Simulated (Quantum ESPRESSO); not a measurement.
**Mg6Au: single point with PBE**

Mg6Au:

```
CELL_PARAMETERS angstrom
4.91916 0.00000 0.00000
0.00000 4.91916 0.00000
0.00000 0.00000 4.91916
ATOMIC_POSITIONS crystal
Mg 0.50000 0.50000 0.20700
Mg 0.50000 0.50000 0.79300
Mg 0.20700 0.50000 0.50000
Mg 0.79300 0.50000 0.50000
Mg 0.50000 0.20700 0.50000
Mg 0.50000 0.79300 0.50000
Au 0.00000 0.00000 0.00000
```

The cell was built by a generator and needn't be a form met in nature.

```yaml
Program: Quantum ESPRESSO 7.5
Task: single point
Functional: PBE
Potentials_or_basis: SSSP 1.3 efficiency PBE
Cutoff: 816 eV
Density_cutoff: 5987 eV
k_mesh: 6 × 6 × 6
Occupations: fermi-dirac, width 0.05 eV
Spin: no spin polarisation
```

The pressure is 75.7 GPa, the largest force is 11.257 eV/Å and the band gap on the k mesh is none (metal or under the smearing width).

Forces on the atoms (eV/Å):
```
Mg    0.000   0.000 -11.257
Mg    0.000   0.000  11.257
Mg  -11.257   0.000   0.000
Mg   11.257   0.000   0.000
Mg    0.000 -11.257   0.000
Mg    0.000  11.257   0.000
Au    0.000   0.000   0.000
```

Levels at points of the mesh, in eV from the Fermi level:
| k point | band 11 | band 12 | band 13 | band 14 | band 15 | band 16 | band 17 | band 18 | band 19 | band 20 |
| --- | --- | --- | --- | --- | --- | --- | --- | --- | --- | --- |
| (0.00, 0.00, 0.00) | -3.33 | -2.59 | -2.59 | -2.59 | -0.77 | -0.77 | 1.91 | 2.63 | 2.63 | 2.63 |
| (0.00, 0.00, -0.50) | -3.13 | -2.46 | -1.21 | -1.21 | -0.85 | -0.34 | -0.34 | -0.22 | 2.17 | 2.69 |
| (0.00, -0.50, -0.50) | -3.50 | -3.13 | -3.05 | -1.18 | -0.74 | 1.08 | 1.08 | 1.91 | 1.91 | 2.29 |
| (-0.50, -0.50, -0.50) | -2.53 | -2.39 | -2.39 | -2.39 | -2.37 | -2.37 | -2.37 | 2.52 | 4.09 | 4.09 |

Wall time 47 s on 1 thread of Intel(R) Xeon(R) 6975P-C (Granite Rapids), on a shared host, peak memory 0.29 GiB.

Caveat: a pressure of tens of GPa on the cell as given is suspect, and the run, the potentials or the cell itself is likely at fault; forces of over 1 eV/Å show positions far from the minimum, so gaps and moduli don't describe the material at rest. Spin-orbit coupling is left out, which matters for the levels of Au.
